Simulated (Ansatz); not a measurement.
# Ti4Ru: the cost of one run

Method: DFT PBE, scalar-relativistic, plane waves, PAW, in Ansatz 0.2.0.

### 1 The system as given

The structure is hexagonal, space group P6/mmm (No. 191). Conventional cell: a = 3.807 Å, b = 3.807 Å, c = 6.895 Å, α = 90.00°, β = 90.00°, γ = 120.00°. Around Ti (site symmetry -6m2) lie 3 Ti at 2.20 Å. Ti (site symmetry 6mm) has 1 Ru at 2.20 Å and 7 Ti at 2.50 to 2.53 Å as nearest neighbours. Around Ru (site symmetry 6/mmm) lie 2 Ti at 2.20 Å.

As a file:

```cif
data_structure
_symmetry_space_group_name_H-M 'P6/mmm'
_symmetry_Int_Tables_number 191
_cell_length_a 3.8071
_cell_length_b 3.8071
_cell_length_c 6.8953
_cell_angle_alpha 90.000
_cell_angle_beta 90.000
_cell_angle_gamma 120.000
_cell_volume 86.55
loop_
_atom_site_label
_atom_site_type_symbol
_atom_site_symmetry_multiplicity
_atom_site_Wyckoff_symbol
_atom_site_fract_x
_atom_site_fract_y
_atom_site_fract_z
_atom_site_occupancy
Ti1 Ti 2 d 0.33333 0.66667 0.50000 1
Ti2 Ti 2 e 0.00000 0.00000 0.68159 1
Ru1 Ru 1 a 0.00000 0.00000 0.00000 1
```

The cell is invented: random cell by space group and Wyckoff sites (P6/mmm, No. 191). Lengths come from tabulated atomic sizes and are only a guess.

### 2 Probe: one point on a coarse mesh

input.yaml reads:

```yaml
crystal:
  lattice:
    - [3.80706698, 0.0, 0.0]
    - [-1.90353349, 3.29701672, 0.0]
    - [0.0, 0.0, 6.89529802]
  atoms:
    - { symbol: Ti, position: [0.33333333, 0.66666667, 0.5] }
    - { symbol: Ti, position: [0.66666667, 0.33333333, 0.5] }
    - { symbol: Ti, position: [0.0, 0.0, 0.68158911] }
    - { symbol: Ti, position: [0.0, 0.0, 0.31841089] }
    - { symbol: Ru, position: [0.0, 0.0, 0.0] }
basis:
  ecutwfc: 420
kpoints:
  mp_grid: { grid: [6, 6, 4] }
hamiltonian:
  xc: pbe
scf:
  occupations: { method: gaussian, width: 0.1 }
  lower_state_search: "off"
output:
  forces: true
  stress: true
  eigenvalues: true
```

Run with:

```console
$ ansatz run input.yaml --threads 1 --pin off --max-ram 2560MiB --backend cpu --events-out ev --progress --plain --runs-dir out
```

Q: Estimate wall time and peak memory on 1 thread of Intel Xeon at 2.70GHz, shared host.

About 4.7 s, with a peak of 0.4 GiB.
